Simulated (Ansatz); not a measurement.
# doublet AlH2SOF+: levels of theory compared

Wanted: a comparison of 6 runs (UHF/STO-3G, UHF/3-21G, UHF/6-311+G**, UBLYP/6-311+G**, USVWN5/6-311+G**, UMP2/6-311+G**) of doublet AlH2SOF+. 

Program for the calculation: Ansatz 0.2.0.

57 further runs of the same task are left out: 57 set aside as unsound or not needed. Runs told in other sessions of the task aren't counted.

## Step 1: Starting point

The species is AlH2SOF+ (6 atoms), meant as a doublet with charge +1. As SMILES of the parent species, `[OH][Al]([F])[SH]`. The coordinates come from a PBE0-D4/def2-TZVP relaxation. This is one conformer, not always the lowest. That shape belongs to the parent species and isn't relaxed for this state.

Bond lengths: O1–Al2 1.679 Å, Al2–F3 1.641 Å, Al2–S4 2.167 Å, O1–H5 0.955 Å, S4–H6 1.345 Å. Angles: O1–Al2–F3 118.1°, O1–Al2–S4 123.1°, F3–Al2–S4 118.8°, Al2–O1–H5 125.1°, Al2–S4–H6 92.0°.

## Step 2: The energy at UHF/STO-3G (run 1)

File molecule.yaml:

```yaml
crystal:
  periodic: [false, false, false]
  atoms:
    - {symbol: O, position_ang: [1.399600, -0.456300, -1.028900]}
    - {symbol: Al, position_ang: [0.238600, -0.260800, 0.168100]}
    - {symbol: F, position_ang: [0.421300, -1.101000, 1.565700]}
    - {symbol: S, position_ang: [-1.478600, 1.043100, -0.050300]}
    - {symbol: H, position_ang: [1.392200, -0.019300, -1.877900]}
    - {symbol: H, position_ang: [-1.931000, 0.730400, 1.177100]}
basis:
  gaussian: {orbitals: STO-3G}
total_charge: 1
magnetization: {spin_polarized: true, initial_magnetization: 1}
hamiltonian: {xc: hf}
accuracy: high
output: {orbitals: {seedname: orbitals}}
```

The run is started by

```sh
$ ansatz run molecule.yaml --threads 1 --pin off --max-ram 2610MiB --events-out events.jsonl --progress --plain --runs-dir runs
```

The program printed:

```text
Warning: RAYON_NUM_THREADS=1 ignored (pool sized by the plan → 1); use --threads N
Functional definition: HF
  name "HF"
  exchange = exact_x
  correlation = 0
573 factors; integrals over basis functions are off by at most 3.8e-8 eV
mean field evaluation 1: about -21902.5752 eV, gradient 2.6e1 eV
mean field evaluation 2: about -21902.6097 eV, gradient 2.6e1 eV
mean field evaluation 4: about -21908.7069 eV, gradient 1.8e0 eV
mean field evaluation 8: about -21908.7506 eV, gradient 4.0e-4 eV
mean field evaluation 16: about -21907.9378 eV, gradient 2.4e0 eV
mean field evaluation 32: about -21907.3463 eV, gradient 3.0e-1 eV
mean field evaluation 64: about -21905.6133 eV, gradient 1.1e1 eV
mean field evaluation 96: about -21907.3737 eV, gradient 4.8e-1 eV
mean field -21908.74558743 eV, -805.1315500569 hartree, gradient 2.0e-8 eV, S^2 0.755575; 2 other end points of the search recorded, 0 dependent functions left out
reference -21908.74558743 eV, -805.1315500569 hartree; 24, 23 occupied and 6, 7 virtual orbitals, 573 factors
Total energy: -21908.74558743 eV, -805.1315500569 hartree
```

Run time: 0.28 s. Hardware: 1 thread of AMD EPYC 9R45 (Zen 5), shared host.

## Step 3: The energy at UHF/3-21G (run 2)

File in.yaml:

```yaml
crystal:
  periodic: [false, false, false]
  atoms:
    - {symbol: O, position_ang: [1.399600, -0.456300, -1.028900]}
    - {symbol: Al, position_ang: [0.238600, -0.260800, 0.168100]}
    - {symbol: F, position_ang: [0.421300, -1.101000, 1.565700]}
    - {symbol: S, position_ang: [-1.478600, 1.043100, -0.050300]}
    - {symbol: H, position_ang: [1.392200, -0.019300, -1.877900]}
    - {symbol: H, position_ang: [-1.931000, 0.730400, 1.177100]}
basis:
  gaussian: {orbitals: 3-21G.json}
magnetization: {spin_polarized: true, initial_magnetization: 1}
output: {orbitals: {seedname: orbitals}}
accuracy: high
hamiltonian: {xc: hf}
total_charge: 1
```

The basis set 3-21G is read from a file made from the Basis Set Exchange's data (not shown).

The run is started by

```sh
$ ansatz run in.yaml --threads 1 --pin off --max-ram 2610MiB --events-out events.jsonl --progress --plain --runs-dir runs
```

The program printed:

```text
Warning: RAYON_NUM_THREADS=1 ignored (pool sized by the plan → 1); use --threads N
Functional definition: HF
  name "HF"
  exchange = exact_x
  correlation = 0
1012 factors; integrals over basis functions are off by at most 7.0e-9 eV
mean field evaluation 1: about -22046.2879 eV, gradient 4.7e1 eV
mean field evaluation 2: about -22046.2932 eV, gradient 4.7e1 eV
mean field evaluation 4: about -22054.1041 eV, gradient 2.5e0 eV
mean field evaluation 8: about -22054.1531 eV, gradient 1.5e-1 eV
mean field evaluation 16: about -22052.5068 eV, gradient 6.2e0 eV
mean field evaluation 32: about -22053.5842 eV, gradient 1.4e0 eV
mean field evaluation 64: about -22053.3543 eV, gradient 2.5e-5 eV
mean field -22054.15382833 eV, -810.4752043487 hartree, gradient 5.0e-8 eV, S^2 0.754759; 1 other end points of the search recorded, 0 dependent functions left out
reference -22054.15382833 eV, -810.4752043487 hartree; 24, 23 occupied and 24, 25 virtual orbitals, 1012 factors
Total energy: -22054.15382833 eV, -810.4752043487 hartree
```

It took 0.64 s on 1 thread of AMD EPYC 9R45 (Zen 5), shared host; peak memory 0.15 GiB.

Runs 3 to 4 aren't shown in full; the table further down has their settings and results.

## Step 4: A single-point energy at USVWN5/6-311+G(d,p) (run 5)

File run.yaml:

```yaml
crystal:
  periodic: [false, false, false]
  atoms:
    - {symbol: O, position_ang: [1.399600, -0.456300, -1.028900]}
    - {symbol: Al, position_ang: [0.238600, -0.260800, 0.168100]}
    - {symbol: F, position_ang: [0.421300, -1.101000, 1.565700]}
    - {symbol: S, position_ang: [-1.478600, 1.043100, -0.050300]}
    - {symbol: H, position_ang: [1.392200, -0.019300, -1.877900]}
    - {symbol: H, position_ang: [-1.931000, 0.730400, 1.177100]}
basis:
  gaussian:
    orbitals: 6-311+G_st__st_-spherical.json
total_charge: 1
magnetization:
  spin_polarized: true
  initial_magnetization: 1
hamiltonian:
  xc: {name: SVWN5}
accuracy: high
output: {orbitals: {seedname: orbitals}}
```

The basis set 6-311+G** is read from a file made from the Basis Set Exchange's data (not shown).

The run is started by

```sh
$ ansatz run run.yaml --threads 1 --pin off --max-ram 2610MiB --events-out events.jsonl --progress --plain --runs-dir runs
```

The program printed:

```text
Warning: RAYON_NUM_THREADS=1 ignored (pool sized by the plan → 1); use --threads N
Functional definition: SVWN5
  name "SVWN5"
  exchange = slater_x
  correlation = vwn5_c
2023 factors; integrals over basis functions are off by at most 8.4e-9 eV
mean field evaluation 1: about -22104.2809 eV, gradient 8.7e1 eV
mean field evaluation 2: about -21773.3188 eV, gradient 2.3e2 eV
mean field evaluation 4: about -22108.2538 eV, gradient 5.9e1 eV
mean field evaluation 8: about -22127.2366 eV, gradient 6.9e0 eV
mean field evaluation 16: about -22127.5338 eV, gradient 1.9e-3 eV
mean field evaluation 32: about -22123.2069 eV, gradient 2.1e1 eV
mean field evaluation 64: about -22126.5578 eV, gradient 6.8e-1 eV
mean field -22127.53379854 eV, -813.1718685151 hartree, gradient 2.4e-8 eV, S^2 0.752131; 6 other end points of the search recorded, 0 dependent functions left out
reference -22127.53380818 eV, -813.1718688697 hartree; 24, 23 occupied and 92, 93 virtual orbitals, 2023 factors
Total energy: -22127.53380818 eV, -813.1718688697 hartree
```

Run time: 3.9 s. Hardware: 1 thread of AMD EPYC 9R45 (Zen 5), shared host; peak memory 0.36 GiB.

## Step 5: A single-point energy at UMP2/6-311+G(d,p) (run 6)

Edit in.yaml of step 3 so:

```diff
@@ -10,7 +10,11 @@
 basis:
-  gaussian: {orbitals: 3-21G.json}
-magnetization: {spin_polarized: true, initial_magnetization: 1}
-output: {orbitals: {seedname: orbitals}}
+  gaussian:
+    orbitals: 6-311+G_st__st_-spherical.json
+magnetization:
+  spin_polarized: true
+  initial_magnetization: 1
+correlation:
+  method: mp2
+  frozen_orbitals: {Al: 5, F: 1, H: 0, O: 1, S: 5}
+total_charge: 1
 accuracy: high
-hamiltonian: {xc: hf}
-total_charge: 1
```

The basis set 6-311+G** is read from a file made from the Basis Set Exchange's data (not shown).

The run is started by

```sh
$ ansatz run in.yaml --threads 1 --pin off --max-ram 2610MiB --events-out events.jsonl --progress --plain --runs-dir runs
```

The program printed (excerpt; [...] marks lines left out):

```text
Warning: RAYON_NUM_THREADS=1 ignored (pool sized by the plan → 1); use --threads N
Functional definition: HF
  name "HF"
[...]
2023 factors; integrals over basis functions are off by at most 8.4e-9 eV
[...]
mean field -22172.19358999 eV, -814.8130855794 hartree, gradient 1.7e-8 eV, S^2 0.759708; 4 other end points of the search recorded, 0 dependent functions left out
12 core orbitals not correlated: weight in the atoms' cores, before any rotation towards them, 1.000 or more for the frozen orbitals, at most 0.000 for the correlated occupied ones
reference -22172.19358999 eV, -814.8130855794 hartree; 12, 11 occupied and 92, 93 virtual orbitals, 2023 factors
second order -15.82098930 eV of doubles, -0.00000000 eV of singles
Total energy: -22188.01457928 eV, -815.3944962123 hartree
```

It took 5.1 s on 1 thread of AMD EPYC 9R45 (Zen 5), shared host; peak memory 0.42 GiB.

## Step 6: The series

```csv
run,level,frozen core orbitals,energy (Eh),HOMO energy (eV),LUMO energy (eV),⟨S²⟩,wall time
1,UHF/STO-3G,–,-805.131550,-14.87,-4.57,0.756,0.28 s
2,UHF/3-21G,–,-810.475204,-18.47,-8.88,0.755,0.64 s
3,UHF/6-311+G**,–,-814.813086,-18.82,-8.45,0.760,2.7 s
4,UBLYP/6-311+G**,–,-816.753301,-13.90,-13.49,0.753,7.2 s
5,USVWN5/6-311+G**,–,-813.171869,-14.32,-13.94,0.752,3.9 s
6,UMP2/6-311+G**,12,-815.394496,–,–,0.760,5.1 s
```

## Step 7: Outcome

| quantity | value |
| --- | --- |
| run 6: total energy | -815.39450 Eh |
| run 6: correlation energy (12 core orbitals frozen) | -581.4 mEh |
| run 6: ⟨S²⟩ of the reference determinant | 0.760 |

**Reading.** Totals of different functionals can't be ranked against each other. In run 1 the basis is minimal, so the values are rough. All runs together took 20 s, the longest 7.2 s.
